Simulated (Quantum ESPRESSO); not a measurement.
**SbSe2 in Quantum ESPRESSO: the effect of functional**

The system is SbSe2.

```
CELL_PARAMETERS angstrom
0.00000 3.57036 3.57036
3.57036 0.00000 3.57036
3.57036 3.57036 0.00000
ATOMIC_POSITIONS crystal
Sb 0.00000 0.00000 0.00000
Se 0.25000 0.25000 0.25000
Se 0.75000 0.75000 0.75000
```

The cell was built by a generator and needn't be a form met in nature.

Alike in all runs:

| Quantity | Value |
| --- | --- |
| Program | Quantum ESPRESSO 7.5 |
| Task | phonons |
| Cutoff | 612 eV |
| Density cutoff | 4898 eV |
| k mesh | 2 × 2 × 2, shifted |
| Occupations | fermi-dirac, width 0.05 eV |
| Spin | no spin polarisation |

Each run relaxes the cell or the atoms first.

**Question.** One run gave: relaxed volume 27.38 Å³/atom; highest phonon frequency 96 cm⁻¹. Which functional did it use?
A. LDA
B. PBEsol
C. PBE

**Answer.** C.

```csv
functional,potentials or basis,relaxed volume (Å³/atom),highest phonon frequency (cm⁻¹)
LDA,GBRV 1.5 LDA,25.42,110
PBE,GBRV 1.5 PBE,27.38,96
PBEsol,GBRV 1.5 PBEsol,25.97,106
```

Caveats: all runs use coarse meshes; the mesh is thin for the phonons of a metal; the volume moved by over 15 % at a fixed basis, so the end points are rough (some runs); some modes are imaginary (some runs).
